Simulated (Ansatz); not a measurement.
# Gd2CCl: the cost of one run

Method: DFT LDA+U (U_eff = 7 eV on Gd 4f), scalar-relativistic, plane waves, PAW, in Ansatz 0.2.0.

4 further runs of the same task are left out: 3 that didn't finish, 1 set aside as unsound or not needed. Runs told in other sessions of the task aren't counted.

### Step 1. Starting point

Symmetry: R-3m, No. 166, trigonal system. The conventional cell has a = 3.697 Å, b = 3.697 Å, c = 20.573 Å, α = 90.00°, β = 90.00°, γ = 120.00°. C (site symmetry -3m) is surrounded by 6 Gd at 2.50 Å. Cl (site symmetry -3m) has 6 Gd at 3.02 Å in its first shell of neighbours. Gd (site symmetry 3m) is surrounded by 3 C at 2.50 Å and 3 Cl at 3.02 Å.

Coordinates:

```cif
data_structure
_symmetry_space_group_name_H-M 'P 1'
_symmetry_Int_Tables_number 1
_cell_length_a 7.1822
_cell_length_b 7.1822
_cell_length_c 7.1822
_cell_angle_alpha 29.829
_cell_angle_beta 29.829
_cell_angle_gamma 29.829
_cell_volume 81.18
loop_
_atom_site_label
_atom_site_type_symbol
_atom_site_fract_x
_atom_site_fract_y
_atom_site_fract_z
_atom_site_occupancy
C1 C 0.50000 0.50000 0.50000 1
Cl1 Cl 0.00000 0.00000 0.00000 1
Gd1 Gd 0.77051 0.77051 0.77051 1
Gd2 Gd 0.22949 0.22949 0.22949 1
```

The cell is the database one, not relaxed. An earlier run on this cell at LDA+U (U_eff = 7 eV on Gd 4f) gave -5.22 GPa at 20.294 Å³/atom (10×10×10 mesh), metallic, spin moments in the atoms' spheres C -0.13; Gd 6.99 μB. The cell is stretched at this level.

### Step 2. Exchange couplings, spin waves and anisotropy by the force theorem

Input file input.yaml:

```yaml
crystal:
  lattice:
    - [1.8485342963, 1.0672517736, 6.8577217413]
    - [-1.8485342963, 1.0672517736, 6.8577217413]
    - [0.0, -2.1345035471, 6.8577217413]
  atoms:
    - { symbol: C, position: [0.5, 0.5, 0.5] }
    - { symbol: Cl, position: [0.0, 0.0, 0.0] }
    - { symbol: Gd, position: [0.77051407, 0.77051407, 0.77051407], spin: 7.69 }
    - { symbol: Gd, position: [0.22948593, 0.22948593, 0.22948593], spin: 7.69 }
basis:
  ecutwfc: 420
  ecutrho_ratio: 4
kpoints:
  mp_grid: { grid: [10, 10, 10] }
  band_path:
    path:
      - [[0.0, 0.0, 0.0], [0.5, 0.5, 0.5], [0.81718667, 0.18281333, 0.5]]
      - [[0.5, -0.18281333, 0.18281333], [0.5, 0.0, 0.0], [0.0, 0.0, 0.0], [0.34140667, -0.34140667, 0.0]]
      - [[0.65859333, 0.0, 0.34140667], [0.5, 0.0, 0.5], [0.0, 0.0, 0.0]]
    npoints: 6
hamiltonian:
  xc: lda
  hubbard: { sites: [{ species: Gd, l: f, u_eff: 7.0 }] }
scf:
  occupations: { method: gaussian, width: 0.05 }
  lower_state_search: "off"
output:
  forces: true
  stress: true
  eigenvalues: true
  populations: true
  hubbard: { sites: [{ species: Gd, l: f }] }
  eigenstates:
    nscf_kmesh: { grid: [10, 10, 10] }
    top_band: c52
    exchange_couplings: { magnetic: [{ site: 2 }, { site: 3 }] }
    magnetocrystalline_anisotropy: {}
magnetization:
  spin_polarized: true
checkpoint:
  read: start.run
  write: ck
  compress: false
  write_wavefunctions: false
  write_every: 100000
```

It reads its starting density from start.run, saved by an earlier run on this cell.

Started as:

```sh
> ansatz run input.yaml --threads 4 --pin off --max-ram 9216MiB --backend cpu --events-out ev --progress --plain --runs-dir out
```

Q: Estimate wall time and peak memory on 4 threads of Intel Xeon Platinum 8259CL at 2.50GHz (Skylake/Cascade Lake), shared host.

About 11 min, with a peak of 3.6 GiB.
